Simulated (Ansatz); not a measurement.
# H9ClO4: the cost of one run

Method: DFT PBEsol, plane waves, PAW, scalar-relativistic, no spin polarisation, in Ansatz 0.2.0.

## 1. Starting point

The cell holds 14 atoms (ClH9O4): a = 6.058 Å, b = 6.058 Å, c = 6.058 Å, α = 90.00°, β = 90.00°, γ = 90.00°.

Structure file:

```xyz
14
Lattice="6.0578 0.0000 0.0000 0.0000 6.0578 0.0000 0.0000 0.0000 6.0578" Properties=species:S:1:pos:R:3 pbc="T T T"
O    -0.1828    2.2611    0.7602
H    -0.2696    2.6371   -0.1282
H     0.7729    2.2488    0.9171
O     2.1979    1.3926    5.4599
H     1.6838    0.8383    6.0654
H     2.0283    2.2953    5.7673
O     4.5192   -0.0463    2.0885
H     4.3097    0.8247    2.4566
H     3.6580   -0.4837    2.0167
O     0.9809    5.0878    1.6424
H     0.9499    5.8011    0.9879
H     1.0153    4.2808    1.1080
Cl    3.9164    4.1345    4.9997
H     2.8625    4.0798    4.2753
```

## 2. Relaxing the start

Input file input.yaml:

```yaml
accuracy: low
crystal:
  lattice:
    - [6.057775, 0.0, 0.0]
    - [0.0, 6.057775, 0.0]
    - [0.0, 0.0, 6.057775]
  atoms:
    - { symbol: O, position: [-0.0301787, 0.3732523, 0.1254931] }
    - { symbol: H, position: [-0.0445061, 0.4353252, -0.0211556] }
    - { symbol: H, position: [0.1275847, 0.3712201, 0.1513916] }
    - { symbol: O, position: [0.362822, 0.2298825, 0.9013052] }
    - { symbol: H, position: [0.2779565, 0.1383905, 1.0012613] }
    - { symbol: H, position: [0.3348236, 0.3788946, 0.9520558] }
    - { symbol: O, position: [0.7460242, -0.0076499, 0.3447618] }
    - { symbol: H, position: [0.7114392, 0.1361411, 0.405525] }
    - { symbol: H, position: [0.6038568, -0.0798441, 0.3329052] }
    - { symbol: O, position: [0.16192, 0.8398867, 0.2711263] }
    - { symbol: H, position: [0.1568095, 0.9576329, 0.1630807] }
    - { symbol: H, position: [0.1676015, 0.7066595, 0.1829085] }
    - { symbol: Cl, position: [0.6465033, 0.6825099, 0.8253331] }
    - { symbol: H, position: [0.4725346, 0.6734892, 0.7057542] }
basis:
  ecutwfc: 420.0
kpoints:
  mp_grid: { grid: [1, 1, 1] }
hamiltonian:
  xc: pbesol
scf:
  occupations: { method: fermi_dirac, width: 0.02 }
  lower_state_search: "off"
relax:
  f_tol: 0.3
  max_steps: 15
  adjacent_minimum: "off"
```

Started as:

```
$ ansatz run input.yaml --threads 1 --pin off --max-ram 3072MiB --backend cpu --events-out ev --progress --plain --runs-dir out
```

**Question.** How long does this run take on 1 thread of Arm Neoverse V1, shared host, and how much memory does it need?

About 20 s, with a peak of 0.32 GiB.
